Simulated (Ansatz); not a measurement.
This was printed by a script on Ansatz 0.2.0, Python API, for a geometry optimisation of FH₄ISi₂, SMILES F[SiH]([SiH3])I. What did the script look like? Settings: PBE0, def2-SVP basis, multiplicity 1.

The script reads `fh4isi2.xyz`:
```text
8

F    -1.17920    1.86350    0.30460
Si   -0.37800    0.86820   -0.58740
Si    0.47730   -0.79640    0.71860
I    -1.77570   -0.07390   -2.30400
H     0.71080    1.61690   -1.29400
H     1.42120   -0.22540    1.76990
H     1.33230   -1.75250   -0.08300
H    -0.51650   -1.55740    1.41960
```

```console
$ python opt_fh4isi2.py
step   1  E = -26624.172982 eV  largest force component 1.7798 eV/A
step   2  E = -26624.323944 eV  largest force component 0.9788 eV/A
step   3  E = -26624.326079 eV  largest force component 0.4864 eV/A
step   4  E = -26624.365861 eV  largest force component 0.1052 eV/A
step   5  E = -26624.367084 eV  largest force component 0.0516 eV/A
step   6  E = -26624.333952 eV  largest force component 0.3622 eV/A
step   7  E = -26624.367868 eV  largest force component 0.0127 eV/A
step   8  E = -26624.367929 eV  largest force component 0.0026 eV/A
reference energy    -26624.367955 eV
total energy        -26624.367955 eV
occupied orbitals outside the frozen core (up, down): [33, 33]  frozen: 0  virtual: [63, 63]
pair        before    after (A)
F0-Si1       1.5583   1.6267
Si1-Si2      2.2821   2.3419
Si1-I3       2.4058   2.4458
Si1-H4       1.4984   1.4889
Si2-H5       1.5239   1.4944
Si2-H6       1.5125   1.4935
Si2-H7       1.4346   1.4921
```

One script that gives this output:

`opt_fh4isi2.py`:
```python
import itertools

import ansatz
from ase.data import atomic_numbers, covalent_radii
import numpy as np


def main() -> None:
    mol = ansatz.Crystal.molecule_from_extxyz('fh4isi2.xyz')

    setup = mol.calculation()
    setup = setup.basis(gaussian='def2-SVP')
    setup = setup.functional('pbe0')
    symbols = [site.symbol for site in mol.cartesian_sites]
    start = np.array([site.position_ang for site in mol.cartesian_sites], dtype=float)
    def progress(event):
        if event['event'] == 'relax_step':
            row = event['data']
            print(f'step {row["step"]:3d}  E = {row["lagrangian_ev"]:.6f} eV  largest force component {row["allowed_force_max_ev_ang"]:.4f} eV/A')


    data = setup.relax(force_tolerance=0.005, max_steps=100).session().plan().execute(on_event=progress).report
    end = np.array(data['positions_ang'])

    print('reference energy %16.6f eV' % data['reference_energy_ev'])
    print('total energy     %16.6f eV' % data['free_energy_ev'])
    print('occupied orbitals outside the frozen core (up, down):', data['n_occupied'], ' frozen:', data['n_frozen'], ' virtual:', data['n_virtual'])

    radius = [covalent_radii[atomic_numbers[s]] for s in symbols]
    span = lambda where, i, j: np.linalg.norm(where[i] - where[j])
    bonded = [(i, j) for i, j in itertools.combinations(range(len(symbols)), 2) if min(span(start, i, j), span(end, i, j)) < 1.2 * (radius[i] + radius[j])]
    print('pair        before    after (A)')
    for i, j in bonded:
        print(f'{symbols[i]}{i}-{symbols[j]}{j}'.ljust(10), f'{span(start, i, j):8.4f} {span(end, i, j):8.4f}')
    with open('fh4isi2_opt.xyz', 'w') as handle:
        handle.write(f'{len(symbols)}\nrelaxed FH4ISi2\n')
        handle.writelines(f'{s:2s} {x:11.6f} {y:11.6f} {z:11.6f}\n' for s, (x, y, z) in zip(symbols, end))


if __name__ == '__main__':
    main()
```

Caveats:
- Total energies depend on the basis set; only differences at equal settings carry meaning.
- The end point is the stationary point reached from this start; no frequency run checks that it is a minimum, and the basis set is modest.
- def2 sets replace the cores of elements past krypton by effective core potentials.
- Run time: 48 s on 1 thread of Arm Neoverse V1, with other jobs on the host, peak memory 0.29 GiB.
